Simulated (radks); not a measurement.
**He⁺ in 2s1: an all-electron calculation**

Wanted: eigenvalues, radial structure and energy terms of the helium ion He+.

Program: radks (a radial shooting solver on a logarithmic mesh, Libxc functionals) version 1. Level of theory: scalar-relativistic Kohn-Sham, LDA (Slater exchange, Perdew-Wang correlation), spin-polarised, spherical densities, finite nucleus; open shells are filled with parallel spins first. These are calculated values, not measurements, unless marked.

### Step 1. The system

* element: helium (Z = 2)
* charge: +1
* electrons: 1
* configuration: 2s1
* nuclear rms radius: 1.6755 fm

The outer shells:

He⁺
```
2s [↑ ]
```

### Step 2. Self-consistent calculation

Settings of this run:

```text
Z 2
configuration 2s1
relativity scalar-relativistic
functional lda,pw
spin polarised
nucleus finite rms 1.6755 fm
c 137.035999084
```

Started as:

```console
$ python run_ks.py task.json out
```

All runs below come from this command, one after another.

Q: Predict the outcome of this run.

As calculated:

```
                        quantity                   value
                    total energy        -0.50307 hartree
exchange-correlation share of it                 30.72 %
                            −T/E                  0.9839
          highest occupied level       2s up, -10.890 eV
    most extended occupied level  2s up, <r> = 2.97 bohr
 radius at density 0.001 e/bohr³               3.96 bohr
    maxima of the radial density                       2
```

What this shows: The radial density shows 2 maxima for 1 occupied principal shells. This is not the tabulated ground configuration, so its levels and sizes aren't those of the ground state, and no measured value stands beside it.
